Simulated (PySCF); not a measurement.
# CH8Ge2: the cost of one run

Programs: PySCF 2.14.0, with density-fitted response routines of our own. Each step states its level of theory. These are calculated values for one molecule in the gas phase, unless marked as measured. Atoms are numbered from 0 throughout.

### Step 1. The molecule as given

11 atoms, charge 0, multiplicity 1; geometry from: GFN2-xTB. The atoms were then displaced at random by about 0.01 Å, so the start is not that level's minimum.

Bonds of the start (Å): Ge0–C1 1.97, C1–Ge2 1.98, Ge0–H3 1.50, Ge0–H4 1.52, Ge0–H5 1.50, C1–H6 1.09, C1–H7 1.09, Ge2–H8 1.48, Ge2–H9 1.51, Ge2–H10 1.49.

### Step 2. Relaxing the molecule at PBE0-D3(BJ)/def2-SVP

The job: settings as JSON, then the geometry in Å.

```
{"job": {"xc": "PBE0", "basis": "def2-SVP", "d3": "d3bj", "grid": 1, "shake": 0.01, "kind": "geom"}, "charge": 0, "multiplicity": 1}
Ge     1.541020     0.618890     0.010710
C      0.194800    -0.805920    -0.151350
Ge    -1.662060    -0.160920     0.068890
H      2.945940     0.118880    -0.177020
H      1.297960     1.693040    -1.038170
H      1.452770     1.309100     1.342990
H      0.420960    -1.565600     0.601810
H      0.316450    -1.273060    -1.129740
H     -1.998020     0.867630    -0.934580
H     -1.844220     0.464310     1.429700
H     -2.627480    -1.292190    -0.038880
```

Run with:

```
OMP_NUM_THREADS=1 python probes_run.py task.json out
```

The driver reads the jobs from task.json and runs them one after another.

**Question.** How long does this first job take on 1 thread of Arm Neoverse V1, shared host, and how much memory does it need?

About 24 s, with a peak of 0.49 GiB.
